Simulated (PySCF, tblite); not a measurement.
# C₈H₈N₂: geometry, infrared bands and NMR shifts

Wanted: the infrared bands and NMR shifts of C₈H₈N₂ (`C#Cc1cnncc1CC`), by calculation.

The runs use tblite 0.8.0 and PySCF 2.14.0, with density-fitted response routines of our own; the level of theory stands in each step. All values are computed, except where a source is named. Atoms count from 0, in the outputs and in this text.

### 1 The starting structure

18 atoms, charge 0, multiplicity 1; geometry from: force field or distance geometry start.

Bonds of the start (Å): C0–C1 1.21, C1–C2 1.44, C2–C3 1.37, C3–N4 1.37, N4–N5 1.33, N5–C6 1.34, C6–C7 1.38, C7–C8 1.49, C8–C9 1.53, C7–C2 1.38, C0–H10 1.06, C3–H11 1.10, C6–H12 1.08, C8–H13 1.13, C8–H14 1.09, C9–H15 1.10, C9–H16 1.11, C9–H17 1.12.

### 2 Optimising the geometry with GFN2-xTB

What the job is given:

```
{"job": {"kind": "relax", "xc": "GFN2-xTB", "basis": "xTB"}, "charge": 0, "multiplicity": 1}
C      1.420600     2.491300     0.562100
C      1.263800     1.308500     0.339500
C      1.101200    -0.105000     0.122900
C      2.113000    -0.953900     0.469200
N      1.996700    -2.308000     0.277000
N      0.867800    -2.725300    -0.286100
C     -0.148300    -1.932600    -0.653200
C     -0.063900    -0.568900    -0.451000
C     -1.196900     0.316100    -0.839900
C     -1.951500     0.638200     0.452800
H      1.545200     3.525700     0.742700
H      3.025000    -0.551300     0.939200
H     -1.061800    -2.307600    -1.090300
H     -0.786600     1.258100    -1.318700
H     -1.843000    -0.221200    -1.536400
H     -2.219800     1.706300     0.387700
H     -1.245900     0.481700     1.289300
H     -2.824400    -0.045600     0.581500
```

Launch:

```
> OMP_NUM_THREADS=1 python probes_run.py task.json out
```

One launch serves the whole session: the jobs run in the order shown.

**Question.** This job is followed by: GFN2-xTB harmonic vibrations, gas phase; GIAO PBE0/pcSseg-1 NMR shielding, non-relativistic, gas phase. Predict these results of the whole session: strongest single infrared mode (GFN2-xTB); zero-point energy (GFN2-xTB); 13C shifts against TMS (PBE0/pcSseg-1); 1H shifts against TMS (PBE0/pcSseg-1, means over atoms taken as alike); 15N shifts against NH3 (PBE0/pcSseg-1); surface potential, 1st and 99th percentile.

The runs gave:

| quantity | value |
| --- | --- |
| strongest single infrared mode (GFN2-xTB) | 3063 cm⁻¹, 36 km/mol |
| zero-point energy (GFN2-xTB) | 86.5 kcal/mol |
| 13C shifts against TMS (PBE0/pcSseg-1) | 156.8, 155.3, 149.9, 123.2, 99.7, 83.5, 29.7, 18.3 ppm |
| 1H shifts against TMS (PBE0/pcSseg-1, means over atoms taken as alike) | 9.53, 9.50, 3.36, 2.83, 1.29 ppm |
| 15N shifts against NH3 (PBE0/pcSseg-1) | 471.4, 454.1 ppm |
| surface potential, 1st and 99th percentile | -2.00 V and 1.75 V |

What this shows: Over 66 steps the energy fell by 0.545 eV; of the close pairs, C3–N4 changed most, 1.373 to 1.314 Å. All 48 modes are real, so the xTB geometry is a minimum. The strongest single mode, at 3063 cm⁻¹, moves mainly H12. GFN2-xTB is a fitted tight-binding method: band positions and strengths are rough. Its intensities can rank the bands wrongly. NICS(1)zz of -26 ppm above the planar ring from C2 marks a diatropic (aromatic) ring current. At PBE0/pcSseg-1, counted by nearest atom on the grid, the HOMO lies on N4, N5 about 39 % each; C3, C6 about 7 % each, the LUMO on N5 21 %; C2 19 %.
